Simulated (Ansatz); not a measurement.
# FH4NSiTe: the cost of one run

All numbers are computed with the Python package of Ansatz 0.2.0. Level of theory: CAM-B3LYP/def2-SVPD.

## 1. Starting point

Bond lengths: N1–Si2 1.729 Å, Si2–F3 1.680 Å, Si2–Te4 2.419 Å, N1–H5 1.095 Å, N1–H6 1.076 Å, Si2–H7 1.493 Å, Te4–H8 1.707 Å. Angles: N1–Si2–F3 108.7°, N1–Si2–Te4 111.6°, N1–Si2–H7 108.7°, F3–Si2–Te4 108.5°, F3–Si2–H7 109.8°, Te4–Si2–H7 109.6°, Si2–N1–H5 108.3°, Si2–N1–H6 110.1°, H5–N1–H6 102.8°, Si2–Te4–H8 91.8°.

No structure file is read: the coordinates are typed or built in the script.

## 2. Script

Input file fh4nsite.py:

```python
from collections import Counter

import ansatz


def energy_of(molecule, charge=0, unpaired=0):
    calc = molecule.calculation().basis(gaussian="def2-SVPD").functional("cam_b3lyp")
    if charge:
        calc = calc.charge(charge)
    if unpaired:
        calc = calc.spin("collinear", total=unpaired)
    return calc.run().report["free_energy_ev"]

GEOMETRY = """
N    -0.12490    1.57430   -0.24550
Si    0.49490   -0.02140   -0.00080
F     1.35870   -0.47790   -1.36800
Te   -1.28440   -1.62220    0.35250
H    -0.82670    1.54470   -1.08540
H    -0.75400    1.85720    0.58070
H     1.39900   -0.00730    1.18670
H    -0.17030   -2.90440    0.52400
"""


def main() -> None:
    geometry = ansatz.Crystal.molecule()
    for line in GEOMETRY.strip().splitlines():
        symbol, *xyz = line.split()
        geometry = geometry.atom(symbol, [float(v) for v in xyz])

    unpaired = {"N": 3, "Si": 2, "F": 1, "Te": 2, "H": 1}
    counts = Counter(site.symbol for site in geometry.cartesian_sites)
    atom_energy = {s: energy_of(ansatz.Crystal.molecule().atom(s, (0, 0, 0)), 0, unpaired[s]) for s in counts}
    whole = energy_of(geometry, 0, 0)
    for s, e in atom_energy.items():
        print(f"{s:2s} x{counts[s]}  {e:14.5f} eV")
    print(f"FH4NSiTe: {whole:.5f} eV")
    split = sum(counts[s] * e for s, e in atom_energy.items()) - whole
    print(f"atomisation energy (no zero-point term): {split:.3f} eV, {split / sum(counts.values()):.3f} eV an atom")


if __name__ == "__main__":
    main()
```

## 3. The calls as engine input

The engine receives this input (first run):

```yaml
crystal:
  periodic: [false, false, false]
  atoms:
    - { symbol: "N", position_ang: [0.0, 0.0, 0.0] }
basis:
  gaussian:
    orbitals: def2-SVPD
hamiltonian:
  xc: cam_b3lyp
magnetization:
  spin_polarized: true
  initial_magnetization: 3.0
```

## 4. Launch

Started as:

```console
python fh4nsite.py
```

What time and memory should one allow on 1 thread of Arm Neoverse V1, shared host?

About 8.4 s, with a peak of 0.38 GiB.
